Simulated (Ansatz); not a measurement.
# Ti: the cost of one run

Method: DFT r2SCAN, scalar-relativistic, plane waves, PAW, in Ansatz 0.2.0.

1 further run of the same task is left out (it didn't finish).

### Step 1. Starting point

It takes space group P6_3/mmc (No. 194, hexagonal). Conventional cell: a = 2.950 Å, b = 2.950 Å, c = 4.680 Å, α = 90.00°, β = 90.00°, γ = 120.00°. Ti (site symmetry -6m2) is surrounded by 12 Ti at 2.89 to 2.95 Å.

Coordinates:

```
CELL_PARAMETERS angstrom
2.95000 0.00000 0.00000
-1.47500 2.55477 0.00000
0.00000 0.00000 4.68000
ATOMIC_POSITIONS crystal
Ti 0.33333 0.66667 0.25000
Ti 0.66667 0.33333 0.75000
```

The structure comes from the Crystallography Open Database.

### Step 2. Ground state at the listed geometry

input.yaml

```yaml
crystal:
  lattice:
    - [2.95, 0.0, 0.0]
    - [-1.475, 2.5547749412, 0.0]
    - [0.0, 0.0, 4.68]
  atoms:
    - { symbol: Ti, position: [0.3333333333, 0.6666666667, 0.25] }
    - { symbol: Ti, position: [0.6666666667, 0.3333333333, 0.75] }
basis:
  ecutwfc: 500
  fft_grid_basis: typed
kpoints:
  mp_grid: { grid: [15, 15, 8] }
hamiltonian:
  xc: r2scan
scf:
  occupations: { method: gaussian, width: 0.05 }
output:
  forces: true
  stress: true
  eigenvalues: true
  bader: true
  write_density: true
  volumetric_format: npy
  elf: true
```

Started as:

```sh
$ ansatz run input.yaml --threads 2 --pin off --max-ram 4096MiB --backend cpu --events-out ev --progress --plain --runs-dir out
```

**Question.** How long does this run take on 2 threads of Intel Xeon 6975P-C (Granite Rapids), shared host, and how much memory does it need?

About 10 s, with a peak of 0.49 GiB.
